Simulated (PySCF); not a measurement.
# Eu(NH2)2: how settings move a single point

Aim: repeat the single point on relaxed Eu(NH2)2 with altered settings, some of them bad on purpose. The species was built from a template and needn't be a known compound.

The runs use PySCF 2.14.0; r2SCAN, Eu lcecp-0-SVP with ECP53, N def2-SVP, H def2-SVP; scalar-relativistic core potentials, no spin–orbit coupling.

3 further runs of the same task are left out: 1 for a known fault of the program, 1 that didn't finish, 1 set aside as unsound or not needed.

## Step 1: The system as given

7 atoms, charge 0, spin multiplicity 1.

Bond lengths: Eu1–N2 2.309 Å, Eu1–N5 2.307 Å, N2–H3 1.024 Å, N2–H4 1.025 Å, N5–H6 1.025 Å, N5–H7 1.024 Å. Angles: N2–Eu1–N5 112.2°, Eu1–N2–H3 132.6°, Eu1–N2–H4 123.8°, H3–N2–H4 103.6°, Eu1–N5–H6 122.4°, Eu1–N5–H7 134.0°, H6–N5–H7 103.6°.

Geometry (Å):

```xyz
7
EuH4N2
Eu   -0.1428    1.1458    0.0094
N     0.1225   -0.1364    1.9116
H     0.1373    0.0969    2.9081
H     0.2676   -1.1505    1.8998
N    -0.0674   -0.1239   -1.9158
H     0.0805   -1.1383   -1.8994
H    -0.1445    0.0915   -2.9137
```

Formal oxidation states: Eu +2. Each metal's 7 4f electrons lie in its core potential, so multiplicities, spins and levels count the valence alone. An earlier session relaxed this geometry at r2SCAN, Eu lcecp-0-SVP with ECP53, N def2-SVP, H def2-SVP (singlet, point group C2v).

The sound run used a (50, 194) grid (finer on f atoms), a threshold of 1e-8 and at most 55 cycles, and ended at -141.164011 Eh.

## Step 2: Altered run 1

Contents of run.py (the lines that set the calculation):

```python
mol = gto.M(atom='''
Eu    -0.14277     1.14583     0.00935
N      0.12250    -0.13636     1.91157
H      0.13731     0.09693     2.90812
H      0.26758    -1.15051     1.89984
N     -0.06743    -0.12394    -1.91578
H      0.08051    -1.13827    -1.89938
H     -0.14447     0.09154    -2.91372''',
    basis={'Eu': 'lcecp-0-SVP', 'N': 'def2-SVP', 'H': 'def2-SVP'},
    ecp={'Eu': 'lcecp-0-SVP'},
    charge=0, spin=0)
mf = dft.RKS(mol, xc='R2SCAN')
mf.grids.atom_grid = (40, 110)  # f atoms: unpruned
mf = mf.density_fit()  # fitting sets: Eu AutoAux, N def2-universal-JKFIT, H def2-universal-JKFIT
mf.conv_tol = 1e-08; mf.max_cycle = 55
mf.kernel(dm0)  # dm0: free metal ions and neutral atoms
```

Launch:

```sh
> OMP_NUM_THREADS=2 python run.py
```

Log:

```text
init E= -147.237251913581
cycle= 1 E= -137.598515055398  delta_E= 9.64  |g|= 3.09  |ddm|= 4.53
cycle= 2 E= -124.56721251832  delta_E=   13  |g|= 6.12  |ddm|= 8.89
cycle= 3 E= -140.436035203639  delta_E= -15.9  |g|= 1.71  |ddm|= 7.38
cycle= 4 E= -141.075414723707  delta_E= -0.639  |g|= 0.455  |ddm|= 1.69
cycle= 5 E= -141.157577474461  delta_E= -0.0822  |g|= 0.14  |ddm|= 0.835
cycle= 6 E= -141.163081195371  delta_E= -0.0055  |g|= 0.025  |ddm|= 0.195
cycle= 7 E= -141.163038756572  delta_E= 4.24e-05  |g|= 0.0281  |ddm|= 0.048
cycle= 8 E= -141.163234933655  delta_E= -0.000196  |g|= 0.00342  |ddm|= 0.0273
cycle= 9 E= -141.163238088767  delta_E= -3.16e-06  |g|= 0.000667  |ddm|= 0.00476
cycle= 10 E= -141.163238211906  delta_E= -1.23e-07  |g|= 5.24e-05  |ddm|= 0.000873
cycle= 11 E= -141.163238212694  delta_E= -7.87e-10  |g|= 1.28e-05  |ddm|= 8.59e-05
Extra cycle  E= -141.16323821266  delta_E= 3.39e-11  |g|= 1.78e-05  |ddm|= 4.11e-05
converged SCF energy = -141.16323821266
```

Wall time 2.8 s (2 threads of Arm Neoverse V2, shared host).

Changed: the integration grid, to (40, 110). It converges in 11 cycles, +0.021 eV from the sound run, with a largest force component of 0.04 eV/Å. The setting is unsound, so these numbers aren't the compound's.

## Step 3: Altered run 2

run.py (the lines that set the calculation): that of step 2 with these lines changed.

```diff
@@ -12,5 +12,5 @@
 mf = dft.RKS(mol, xc='R2SCAN')
-mf.grids.atom_grid = (40, 110)  # f atoms: unpruned
+mf.grids.atom_grid = (50, 194)  # f atoms: unpruned, at least (60, 302)
 mf = mf.density_fit()  # fitting sets: Eu AutoAux, N def2-universal-JKFIT, H def2-universal-JKFIT
 mf.conv_tol = 1e-08; mf.max_cycle = 55
-mf.kernel(dm0)  # dm0: free metal ions and neutral atoms
+mf.kernel(dm0)  # dm0: smeared density
```

Launch:

```sh
> OMP_NUM_THREADS=2 python run.py
```

Log:

```text
init E= -141.098140464095
cycle= 1 E= -141.153468898644  delta_E= -0.0553  |g|= 0.183  |ddm|= 0.375
cycle= 2 E= -141.108566625925  delta_E= 0.0449  |g|= 0.458  |ddm|= 0.667
cycle= 3 E= -141.163939609003  delta_E= -0.0554  |g|= 0.0142  |ddm|= 0.42
cycle= 4 E= -141.164007016529  delta_E= -6.74e-05  |g|= 0.00389  |ddm|= 0.0249
cycle= 5 E= -141.164010610429  delta_E= -3.59e-06  |g|= 0.000616  |ddm|= 0.00364
cycle= 6 E= -141.164010675094  delta_E= -6.47e-08  |g|= 0.000318  |ddm|= 0.000644
cycle= 7 E= -141.164010696198  delta_E= -2.11e-08  |g|= 0.000143  |ddm|= 0.000375
cycle= 8 E= -141.164010701627  delta_E= -5.43e-09  |g|= 6.52e-06  |ddm|= 0.000148
Extra cycle  E= -141.164010701617  delta_E= 9.78e-12  |g|= 9.35e-06  |ddm|= 1.98e-05
converged SCF energy = -141.164010701617
```

Wall time 3.6 s (2 threads of Arm Neoverse V2, shared host).

Changed: the starting guess (smeared density). It converges in 8 cycles, at the sound run's energy within 0.001 eV, with a largest force component of 0.02 eV/Å. The result survives the change.

## Step 4: Altered run 3

run.py (the lines that set the calculation): that of step 3 with these lines changed.

```diff
@@ -4,3 +4,3 @@
 H      0.13731     0.09693     2.90812
-H      0.26758    -1.15051     1.89984
+H     -0.07444     0.76344     0.32416
 N     -0.06743    -0.12394    -1.91578
@@ -14,3 +14,3 @@
 mf = mf.density_fit()  # fitting sets: Eu AutoAux, N def2-universal-JKFIT, H def2-universal-JKFIT
-mf.conv_tol = 1e-08; mf.max_cycle = 55
-mf.kernel(dm0)  # dm0: smeared density
+mf.conv_tol = 1e-08; mf.max_cycle = 69
+mf.kernel(dm0)  # dm0: free metal ions and neutral atoms
```

Launch:

```sh
> OMP_NUM_THREADS=2 python run.py
```

Log:

```text
init E= -141.92458466325
cycle= 1 E= -131.28169710572  delta_E= 10.6  |g|= 3.46  |ddm|= 7.03
cycle= 2 E= -111.59829075912  delta_E= 19.7  |g|=    6  |ddm|= 10.4
cycle= 3 E= -135.497240333579  delta_E= -23.9  |g|= 1.96  |ddm|=  8.5
cycle= 4 E= -136.325104605691  delta_E= -0.828  |g|= 0.887  |ddm|= 2.72
cycle= 5 E= -136.421024880539  delta_E= -0.0959  |g|= 0.779  |ddm|= 1.57
cycle= 6 E= -136.538963991273  delta_E= -0.118  |g|= 0.447  |ddm|= 1.17
cycle= 7 E= -136.587368247888  delta_E= -0.0484  |g|= 0.199  |ddm|= 0.753
cycle= 8 E= -136.601240112162  delta_E= -0.0139  |g|= 0.0211  |ddm|= 0.228
cycle= 9 E= -136.601337713395  delta_E= -9.76e-05  |g|= 0.0108  |ddm|= 0.0256
cycle= 10 E= -136.601370752478  delta_E= -3.3e-05  |g|= 0.00443  |ddm|= 0.0102
cycle= 11 E= -136.601376634353  delta_E= -5.88e-06  |g|= 0.000985  |ddm|= 0.0044
cycle= 12 E= -136.60137694186  delta_E= -3.08e-07  |g|= 8.48e-05  |ddm|= 0.00117
cycle= 13 E= -136.601376943877  delta_E= -2.02e-09  |g|= 2.1e-05  |ddm|= 0.000129
Extra cycle  E= -136.601376938728  delta_E= 5.15e-09  |g|= 0.00013  |ddm|= 0.000166
converged SCF energy = -136.601376938728
```

Run time: 4.5 s. Hardware: 2 threads of Arm Neoverse V2, shared host.

Changed: one atom's place (atom 4 put 0.5 Å from the metal); the cycle limit is 69. It converges in 13 cycles, +124.156 eV from the sound run, with a largest force component of 438.38 eV/Å. The setting is unsound, so these numbers aren't the compound's.

## Step 5: Altered run 4

run.py (the lines that set the calculation): that of step 4 with these lines changed.

```diff
@@ -4,3 +4,3 @@
 H      0.13731     0.09693     2.90812
-H     -0.07444     0.76344     0.32416
+H      0.26758    -1.15051     1.89984
 N     -0.06743    -0.12394    -1.91578
@@ -14,3 +14,3 @@
 mf = mf.density_fit()  # fitting sets: Eu AutoAux, N def2-universal-JKFIT, H def2-universal-JKFIT
-mf.conv_tol = 1e-08; mf.max_cycle = 69
+mf.conv_tol = 1e-06; mf.max_cycle = 55
 mf.kernel(dm0)  # dm0: free metal ions and neutral atoms
```

Launch:

```sh
> OMP_NUM_THREADS=2 python run.py
```

Log:

```text
init E= -147.238239560677
cycle= 1 E= -137.601058287609  delta_E= 9.64  |g|= 3.09  |ddm|= 4.53
cycle= 2 E= -124.633227568025  delta_E=   13  |g|= 6.12  |ddm|= 8.88
cycle= 3 E= -140.437063841887  delta_E= -15.8  |g|= 1.71  |ddm|= 7.37
cycle= 4 E= -141.076243543485  delta_E= -0.639  |g|= 0.455  |ddm|= 1.69
cycle= 5 E= -141.158508442796  delta_E= -0.0823  |g|= 0.137  |ddm|= 0.836
cycle= 6 E= -141.163924042727  delta_E= -0.00542  |g|= 0.0185  |ddm|= 0.193
cycle= 7 E= -141.1639782996  delta_E= -5.43e-05  |g|= 0.0112  |ddm|= 0.0304
cycle= 8 E= -141.164003362727  delta_E= -2.51e-05  |g|= 0.00536  |ddm|= 0.0144
cycle= 9 E= -141.164010544569  delta_E= -7.18e-06  |g|= 0.000763  |ddm|= 0.00563
cycle= 10 E= -141.164010700799  delta_E= -1.56e-07  |g|= 5.28e-05  |ddm|= 0.000908
Extra cycle  E= -141.164010701358  delta_E= -5.59e-10  |g|= 3.24e-05  |ddm|= 0.000104
converged SCF energy = -141.164010701358
```

Run time: 3.9 s. Hardware: 2 threads of Arm Neoverse V2, shared host.

Changed: the SCF threshold (1e-06). It converges in 10 cycles, at the sound run's energy within 0.001 eV, with a largest force component of 0.02 eV/Å. The result survives the change.

## Step 6: Altered run 5

Contents of run.py (the lines that set the calculation):

```python
mol = gto.M(atom='''
Eu    -0.13420     1.07708     0.00879
N      0.11515    -0.12818     1.79688
H      0.12908     0.09112     2.73363
H      0.25152    -1.08148     1.78585
N     -0.06339    -0.11651    -1.80084
H      0.07568    -1.06998    -1.78542
H     -0.13580     0.08605    -2.73890''',
    basis={'Eu': 'lcecp-0-SVP', 'N': 'def2-SVP', 'H': 'def2-SVP'},
    ecp={'Eu': 'lcecp-0-SVP'},
    charge=0, spin=0)
mf = dft.RKS(mol, xc='R2SCAN')
mf.grids.atom_grid = (50, 194)  # f atoms: unpruned, at least (60, 302)
mf = mf.density_fit()  # fitting sets: Eu AutoAux, N def2-universal-JKFIT, H def2-universal-JKFIT
mf.conv_tol = 1e-08; mf.max_cycle = 55
mf.kernel(dm0)  # dm0: free metal ions and neutral atoms
```

Launch:

```sh
> OMP_NUM_THREADS=2 python run.py
```

Log:

```text
init E= -147.489601579302
cycle= 1 E= -138.235448640799  delta_E= 9.25  |g|= 2.85  |ddm|= 4.41
cycle= 2 E= -137.085176584902  delta_E= 1.15  |g|= 4.05  |ddm|= 5.71
cycle= 3 E= -140.930306363936  delta_E= -3.85  |g|= 0.779  |ddm|= 3.19
cycle= 4 E= -141.133938187501  delta_E= -0.204  |g|= 0.161  |ddm|= 1.07
cycle= 5 E= -141.13979436092  delta_E= -0.00586  |g|= 0.0382  |ddm|= 0.223
cycle= 6 E= -141.140185619179  delta_E= -0.000391  |g|= 0.00421  |ddm|= 0.0569
cycle= 7 E= -141.140187802192  delta_E= -2.18e-06  |g|= 0.00354  |ddm|= 0.00943
cycle= 8 E= -141.140190460218  delta_E= -2.66e-06  |g|= 0.00144  |ddm|= 0.00446
cycle= 9 E= -141.140190984238  delta_E= -5.24e-07  |g|= 0.000177  |ddm|= 0.0016
cycle= 10 E= -141.140190991471  delta_E= -7.23e-09  |g|= 2.61e-05  |ddm|= 0.000199
Extra cycle  E= -141.140190991197  delta_E= 2.75e-10  |g|= 4.31e-05  |ddm|= 7.39e-05
converged SCF energy = -141.140190991197
```

Wall time 4 s (2 threads of Arm Neoverse V2, shared host).

Changed: the scale of all coordinates (0.94). It converges in 10 cycles, +0.648 eV from the sound run, with a largest force component of 3.25 eV/Å. The setting is unsound, so these numbers aren't the compound's.

## Step 7: Results

| run | changed | ending | energy change (eV) | cycles | time | usable |
| --- | --- | --- | --- | --- | --- | --- |
| 1 | the integration grid | converged | +0.021 | 11 | 2.8 s | no |
| 2 | the starting guess | converged | 0.000 | 8 | 3.6 s | yes |
| 3 | one atom's place | converged | +124.156 | 13 | 4.5 s | no |
| 4 | the SCF threshold | converged | 0.000 | 10 | 3.9 s | yes |
| 5 | the scale of all coordinates | converged | +0.648 | 10 | 4 s | no |

2 of 5 altered runs give a usable result. 3 ended normally with numbers unfit to quote.
